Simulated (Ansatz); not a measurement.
# ZnGaH: the cost of one run

Program: Ansatz 0.2.0. Level of theory: DFT PBE, scalar-relativistic, plane waves, PAW. These are calculated values, not measurements.

### Step 1. The system as given

It takes space group P4/mmm (No. 123, tetragonal). Conventional cell: a = 3.713 Å, b = 3.713 Å, c = 3.011 Å, α = 90.00°, β = 90.00°, γ = 90.00°. Around Zn (site symmetry 4/mmm) lie 4 Ga at 2.63 Å and 2 Zn at 3.01 Å. Ga (site symmetry 4/mmm) has 2 H at 1.51 Å as nearest neighbours. H (site symmetry 4/mmm) has 2 Ga at 1.51 Å as nearest neighbours.

As a file:

```xyz
3
Lattice="3.7131 0.0000 0.0000 0.0000 3.7131 0.0000 0.0000 0.0000 3.0109" Properties=species:S:1:pos:R:3 pbc="T T T"
Zn    1.8565    1.8565    1.5055
Ga    0.0000    0.0000    1.5055
H     0.0000    0.0000    0.0000
```

A structure generator made this guess: random cell by space group and Wyckoff sites (P4/mmm, No. 123). Lengths come from tabulated atomic sizes and are only a guess.

### Step 2. Probe: one point on a coarse mesh

Input file input.yaml:

```yaml
crystal:
  lattice:
    - [3.71305583, 0.0, 0.0]
    - [0.0, 3.71305583, 0.0]
    - [0.0, 0.0, 3.01091816]
  atoms:
    - { symbol: Zn, position: [0.5, 0.5, 0.5] }
    - { symbol: Ga, position: [0.0, 0.0, 0.5] }
    - { symbol: H, position: [0.0, 0.0, 0.0] }
basis:
  ecutwfc: 420
kpoints:
  mp_grid: { grid: [6, 6, 6] }
hamiltonian:
  xc: pbe
scf:
  occupations: { method: gaussian, width: 0.1 }
  lower_state_search: "off"
output:
  forces: true
  stress: true
  eigenvalues: true
```

Command:

```
ansatz run input.yaml --threads 1 --pin off --max-ram 2560MiB --backend cpu --events-out ev --progress --plain --runs-dir out
```

What time and memory should one allow on 1 thread of Intel Xeon Platinum 8259CL at 2.50GHz (Skylake/Cascade Lake), shared host?

About 2.2 s, with a peak of 0.39 GiB.
